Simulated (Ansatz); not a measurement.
# AlSiH3Cl2 (SMILES [SiH3][Al]([Cl])[Cl]) at B2PLYP/def2-SVP

Aim: the vertical singlet–triplet gap of AlSiH3Cl2 at B2PLYP/def2-SVP, from 2 runs. 

The calculation is run with Ansatz 0.2.0.

45 further runs of the same task are left out: 45 set aside as unsound or not needed. Runs told in other sessions of the task aren't counted.

### 1 The structure to begin with

The species is AlSiH3Cl2 (7 atoms), meant as a singlet with charge 0. SMILES: `[SiH3][Al]([Cl])[Cl]`. The shape is that of a PBE0-D4/def2-TZVP optimisation.

Bond lengths: Si1–Al2 2.433 Å, Al2–Cl3 2.091 Å, Al2–Cl4 2.091 Å, Si1–H5 1.486 Å, Si1–H6 1.488 Å, Si1–H7 1.488 Å. Angles: Si1–Al2–Cl3 120.8°, Si1–Al2–Cl4 122.3°, Cl3–Al2–Cl4 117.0°, Al2–Si1–H5 111.1°, Al2–Si1–H6 109.7°, Al2–Si1–H7 109.5°, H5–Si1–H6 109.1°, H5–Si1–H7 109.0°, H6–Si1–H7 108.3°.

### 2 A single-point energy at B2PLYP/def2-SVP

File molecule.yaml:

```yaml
crystal:
  periodic: [false, false, false]
  atoms:
    - symbol: Si
      position_ang: [-0.434800, 0.999700, -0.278300]
    - symbol: Al
      position_ang: [0.497800, -1.172400, 0.296300]
    - symbol: Cl
      position_ang: [2.290200, -1.318600, 1.363300]
    - symbol: Cl
      position_ang: [-0.432100, -2.964700, -0.245300]
    - symbol: H
      position_ang: [-1.709600, 0.853800, -1.028500]
    - symbol: H
      position_ang: [-0.687900, 1.781100, 0.962600]
    - symbol: H
      position_ang: [0.537600, 1.753200, -1.115800]
basis:
  gaussian:
    orbitals: def2-SVP
correlation:
  frozen_orbitals: {Al: 5, Cl: 5, H: 0, Si: 5}
output: {orbitals: {seedname: orbitals}}
accuracy: high
magnetization:
  spin_polarized: false
  initial_magnetization: 0
hamiltonian:
  xc: {name: B2PLYP}
```

Launch:

```sh
$ ansatz run molecule.yaml --threads 1 --pin off --max-ram 2610MiB --events-out events.jsonl --progress --plain --runs-dir runs
```

Output:

```text
Warning: RAYON_NUM_THREADS=1 ignored (pool sized by the plan → 1); use --threads N
Functional definition: B2PLYP
  name "B2PLYP"
  parameter a = 0.53
  parameter c = 0.27
  exchange = (1 - a)*b88_x + a*exact_x
  correlation = (1 - c)*lyp_c + c*(mp2_os + mp2_ss)
1713 factors; integrals over basis functions are off by at most 5.6e-9 eV
mean field evaluation 1: about -39540.2517 eV, gradient 1.6e1 eV
mean field evaluation 2: about -39540.4531 eV, gradient 1.7e1 eV
mean field evaluation 4: about -39541.3468 eV, gradient 1.0e0 eV
mean field evaluation 8: about -39541.3558 eV, gradient 8.4e-3 eV
mean field evaluation 16: about -39541.3558 eV, gradient 3.7e-6 eV
mean field -39541.35575628 eV, -1453.1180219498 hartree, gradient 5.8e-8 eV, S^2 0.000000; 0 other end points of the search recorded, 0 dependent functions left out
20 core orbitals not correlated: weight in the atoms' cores, before any rotation towards them, 1.000 or more for the frozen orbitals, at most 0.000 for the correlated occupied ones
reference -39541.35578338 eV, -1453.1180229457 hartree; 12, 12 occupied and 55, 55 virtual orbitals, 1713 factors
second order -14.04846495 eV of doubles, -0.00000000 eV of singles
Total energy: -39545.14886892 eV, -1453.2574162680 hartree
```

Wall time 13 s (1 thread of Arm Neoverse V2, shared host); peak memory 0.29 GiB.

### 3 The triplet, same level

File input.yaml:

```yaml
crystal:
  periodic: [false, false, false]
  atoms:
    - {symbol: Si, position_ang: [-0.434800, 0.999700, -0.278300]}
    - {symbol: Al, position_ang: [0.497800, -1.172400, 0.296300]}
    - {symbol: Cl, position_ang: [2.290200, -1.318600, 1.363300]}
    - {symbol: Cl, position_ang: [-0.432100, -2.964700, -0.245300]}
    - {symbol: H, position_ang: [-1.709600, 0.853800, -1.028500]}
    - {symbol: H, position_ang: [-0.687900, 1.781100, 0.962600]}
    - {symbol: H, position_ang: [0.537600, 1.753200, -1.115800]}
basis:
  gaussian: {orbitals: def2-SVP}
magnetization: {spin_polarized: true, initial_magnetization: 2}
hamiltonian: {xc: {name: B2PLYP}}
correlation: {frozen_orbitals: {Al: 5, Cl: 5, H: 0, Si: 5}}
accuracy: high
output: {orbitals: {seedname: orbitals}}
```

Launch:

```sh
$ ansatz run input.yaml --threads 1 --pin off --max-ram 2610MiB --events-out events.jsonl --progress --plain --runs-dir runs
```

Output (excerpt; [...] marks lines left out):

```text
Warning: RAYON_NUM_THREADS=1 ignored (pool sized by the plan → 1); use --threads N
Functional definition: B2PLYP
  name "B2PLYP"
[...]
1713 factors; integrals over basis functions are off by at most 5.6e-9 eV
[...]
mean field -39536.59457769 eV, -1452.9430518638 hartree, gradient 5.7e-8 eV, S^2 2.004305; 2 other end points of the search recorded, 0 dependent functions left out
20 core orbitals not correlated: weight in the atoms' cores, before any rotation towards them, 1.000 or more for the frozen orbitals, at most 0.000 for the correlated occupied ones
reference -39536.59460465 eV, -1452.9430528547 hartree; 13, 11 occupied and 54, 56 virtual orbitals, 1713 factors
second order -13.81785983 eV of doubles, -0.00000000 eV of singles
Total energy: -39540.32542681 eV, -1453.0801580400 hartree
```

Wall time 20 s (1 thread of Arm Neoverse V2, shared host); peak memory 0.46 GiB.

### 4 Outcome

At B2PLYP/def2-SVP, 20 core orbitals frozen:

```
                                                         quantity           value
                                            singlet: total energy  -1453.25742 Eh
                       singlet: HOMO energy (SCF part's orbitals)        -9.21 eV
                       singlet: LUMO energy (SCF part's orbitals)        -0.61 eV
                     singlet: HOMO–LUMO gap (SCF part's orbitals)         8.60 eV
                                            triplet: total energy  -1453.08016 Eh
triplet: HOMO energy (SCF part's orbitals) (highest over α and β)        -4.53 eV
                                                    triplet: ⟨S²⟩           2.004
                 vertical energy of the triplet above the singlet        4.823 eV
```

**Reading.** At this shape the triplet lies 4.82 eV (465 kJ/mol) above the singlet.
